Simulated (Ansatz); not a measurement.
# AlFH₃NSSi: up Jacob's ladder to CCSD(T)

An exercise on one series of results from a longer session: the logs are not shown, and one member is left open.

Program: Ansatz 0.2.0, Gaussian basis. Level of theory: functionals in def2-TZVPP, the program's frozen cores in correlated methods. These are calculated values, not measurements.

Levels to be run: LDA (SPW92), PBE-D4, revPBE-D4, BLYP-D4, r2SCAN-D4, B97M-V, PBE0-D4, B3LYP-D4, r2SCANh-D4, r2SCAN0-D4, HSE06-D4, BHLYP-D4, CAM-B3LYP-D4, LC-ωPBE, ωB97X-V, ωB97M-V, B2PLYP, PBE-QIDH; CCSD(T)/def2-SVP; CCSD(T)/def2-TZVPP; MP2/def2-QZVPP; extrapolation to the limit; RPA on PBE.

1 further run of the same task is left out (for a known fault of the program).

### Structure used throughout

All runs share one geometry, relaxed beforehand with PBE0-D4 in a triple-zeta def2 set.

SMILES `N[Si]1(F)[AlH][S]1`, 8 atoms, charge 0, spin multiplicity 1.

Atoms are counted from 1 here; the program's logs count them from 0.

Bond lengths: N1–Si2 1.694 Å, N1–H6 1.007 Å, N1–H7 1.005 Å, Si2–F3 1.602 Å, Si2–Al4 2.311 Å, Si2–S5 2.174 Å, Al4–S5 2.196 Å, Al4–H8 1.577 Å. Angles: Si2–N1–H6 120.8°, Si2–N1–H7 122.5°, H6–N1–H7 113.2°, N1–Si2–F3 102.9°, N1–Si2–Al4 132.4°, N1–Si2–S5 118.5°, F3–Si2–Al4 122.9°, F3–Si2–S5 111.6°, Al4–Si2–S5 58.5°, Si2–Al4–S5 57.6°, Si2–Al4–H8 168.8°, S5–Al4–H8 133.6°, Si2–S5–Al4 63.9°.

Set-up of the first run:

The input, in.yaml:

```yaml
crystal:
  periodic: [false, false, false]
  atoms:
    - {symbol: N, position_ang: [0.443620, 1.538971, 0.505316]}
    - {symbol: Si, position_ang: [0.497811, -0.082589, 0.016575]}
    - {symbol: F, position_ang: [2.069862, -0.371698, -0.085349]}
    - {symbol: Al, position_ang: [-1.090722, -1.760995, 0.009401]}
    - {symbol: S, position_ang: [-0.542029, -0.653296, -1.805390]}
    - {symbol: H, position_ang: [1.256419, 2.128369, 0.427313]}
    - {symbol: H, position_ang: [-0.416000, 2.056051, 0.567505]}
    - {symbol: H, position_ang: [-2.126762, -2.911914, 0.308727]}
basis:
  gaussian: {orbitals: def2-TZVPP}
hamiltonian: {xc: lda}
output: {orbitals: {seedname: orbitals}}
```

Started as:

```sh
$ ansatz run in.yaml --threads 2 --pin off --events-out ev --progress --plain --max-ram 4352MiB
```

Among the steps run: LDA; PBE-D4 (GGA); revPBE-D4 (GGA); BLYP-D4 (GGA); r2SCAN-D4 (meta-GGA); B97M-V (meta-GGA); PBE0-D4 (hybrid); B3LYP-D4 (hybrid); r2SCANh-D4 (hybrid); r2SCAN0-D4 (hybrid); HSE06-D4 (hybrid); BHLYP-D4 (hybrid); CAM-B3LYP-D4 (range-separated); LC-ωPBE (range-separated); ωB97X-V (range-separated); ωB97M-V (range-separated); B2PLYP (double hybrid); PBE-QIDH (double hybrid).

One table of the session follows, with a row left open; its other results are not shown here.

It belongs to the step «Frontier levels by functional». 

| functional | HOMO (eV) | LUMO (eV) | gap (eV) |
| --- | --- | --- | --- |
| LDA (SPW92) | -5.46 | -2.77 | 2.69 |
| PBE-D4 | -5.34 | -2.56 | 2.78 |
| revPBE-D4 | -5.29 | -2.47 | 2.81 |
| BLYP-D4 | -5.20 | -2.39 | 2.80 |
| r2SCAN-D4 | -5.54 | -2.37 | 3.17 |
| B97M-V | -5.56 | -2.45 | 3.11 |
| PBE0-D4 | -6.37 | -1.84 | 4.52 |
| B3LYP-D4 | -6.18 | -1.99 | 4.19 |
| r2SCANh-D4 | -5.92 | -2.11 | 3.80 |
| r2SCAN0-D4 | -6.49 | -1.73 | 4.76 |
| HSE06-D4 | -5.98 | -2.21 | 3.77 |
| BHLYP-D4 | -7.28 | -1.03 | 6.26 |
| CAM-B3LYP-D4 | -7.57 | -0.85 | 6.72 |
| LC-ωPBE | -8.79 | 0.14 | 8.94 |
| ωB97X-V | -8.50 | 0.07 | 8.57 |
| ωB97M-V | ? | ? | ? |

Estimate the missing values for ωB97M-V.

As computed: HOMO (eV): -8.30; LUMO (eV): -0.13; gap (eV): 8.17. In the column «HOMO (eV)» it lies between ωB97X-V (-8.50) and CAM-B3LYP-D4 (-7.57).
